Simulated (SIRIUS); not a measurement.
This SIRIUS 7.12.0 run on NiMoIrPdW needs a look.

File sirius.json:

```json
{
  "control": {
    "processing_unit": "cpu",
    "verbosity": 2,
    "num_bands_to_print": 54,
    "print_forces": true,
    "print_stress": true
  },
  "parameters": {
    "electronic_structure_method": "pseudopotential",
    "xc_functionals": ["XC_GGA_X_RPBE", "XC_GGA_C_PBE"],
    "gk_cutoff": 9.9,
    "pw_cutoff": 19.8,
    "ngridk": [3, 3, 1],
    "shiftk": [0, 0, 0],
    "smearing": "methfesel_paxton",
    "smearing_width": 0.0018374661,
    "num_bands": 54,
    "num_mag_dims": 1,
    "num_dft_iter": 75,
    "energy_tol": 1e-08,
    "density_tol": 1e-06,
    "hubbard_correction": true
  },
  "iterative_solver": {
    "type": "davidson",
    "min_tolerance": 1e-10
  },
  "mixer": {
    "type": "anderson",
    "beta": 0.5,
    "max_history": 8
  },
  "settings": {
    "tol_ne": 1e-10,
    "pseudo_grid_cutoff": 6.5,
    "smooth_initial_mag": true
  },
  "unit_cell": {
    "lattice_vectors": [
      [5.227284816895, 0.0, 0.0],
      [-2.613642408447, 4.52697121237, 0.0],
      [0.0, 0.0, 20.83029989366]
    ],
    "atom_coordinate_units": "lattice",
    "atom_types": ["Ni", "Mo", "Pd", "Ir", "W"],
    "atom_files": {
      "Mo": "Mo.json",
      "Ir": "Ir.json",
      "W": "W.json",
      "Pd": "Pd.json",
      "Ni": "Ni.json"
    },
    "atoms": {
      "Ni": [
        [0.33333, 0.66667, 0.59712, 0.0, 0.0, 1.0]
      ],
      "Mo": [
        [0.0, 0.0, 0.41074, 0.0, 0.0, -1.0]
      ],
      "Pd": [
        [0.66667, 0.33333, 0.7952, 0.0, 0.0, 0.0]
      ],
      "Ir": [
        [0.66667, 0.33333, 0.1996, 0.0, 0.0, 0.6]
      ],
      "W": [
        [0.33333, 0.66667, 0.99734, 0.0, 0.0, 0.0]
      ]
    }
  },
  "hubbard": {
    "simplified": false,
    "subspace_method": "full_orthogonalization",
    "local": [
      {
        "atom_type": "Ir",
        "n": 5,
        "l": 2,
        "U": 0.2278458,
        "J": 0.02572453,
        "total_initial_occupancy": 7,
        "initial_occupancy": [0.5, 1.0, 1.0, 1.0, 0.0, 0.5, 1.0, 1.0, 1.0, 0.0]
      },
      {
        "atom_type": "Mo",
        "n": 4,
        "l": 2,
        "U": 0.25724526,
        "J": 0.03307439,
        "total_initial_occupancy": 4,
        "initial_occupancy": [0.0, 0.0, 1.0, 1.0, 0.0, 0.0, 0.0, 1.0, 1.0, 0.0]
      },
      {
        "atom_type": "Ni",
        "n": 3,
        "l": 2,
        "U": 0.11024797,
        "J": 0.03307439,
        "total_initial_occupancy": 8,
        "initial_occupancy": [0.0, 1.0, 1.0, 1.0, 1.0, 0.0, 1.0, 1.0, 1.0, 1.0]
      },
      {
        "atom_type": "Pd",
        "n": 4,
        "l": 2,
        "U": 0.18374661,
        "J": 0.01837466,
        "total_initial_occupancy": 8,
        "initial_occupancy": [1.0, 0.0, 1.0, 1.0, 1.0, 1.0, 0.0, 1.0, 1.0, 1.0]
      },
      {
        "atom_type": "W",
        "n": 5,
        "l": 2,
        "U": 0.25724526,
        "J": 0.01837466,
        "total_initial_occupancy": 4,
        "initial_occupancy": [1.0, 1.0, 0.0, 0.0, 0.0, 1.0, 1.0, 0.0, 0.0, 0.0]
      }
    ]
  }
}
```

Potentials or basis: PseudoDojo 0.4.1 LDA standard (scalar relativistic).

The run is started by

```console
$ upf_to_json Mo.upf
$ upf_to_json Ir.upf
$ upf_to_json W.upf
$ upf_to_json Pd.upf
$ upf_to_json Ni.upf
$ # the labels of the atomic orbitals (3D, 4S, ...) are then added to the .json files where the converter dropped them
$ OMP_NUM_THREADS=4 sirius.scf --input=sirius.json --output=out.json --task=0
```

Output:

```text
get_smearing_t(): wrong label of the smearing_t enumerator: methfesel_paxton
--------------------------------------------------------------------------
MPI_ABORT was invoked on rank 0 in communicator MPI_COMM_WORLD
  Errorcode: -1

NOTE: invoking MPI_ABORT causes Open MPI to kill all MPI processes.
You may or may not see output from other processes, depending on
exactly when Open MPI kills them.
--------------------------------------------------------------------------
```

Question: What happened, and what is wrong with the input?

Answer: The input was rejected before any iteration. The input holds a flaw that was put in on purpose: smearing spelt as in the input schema, which the program refuses (parameters.smearing = methfesel_paxton).
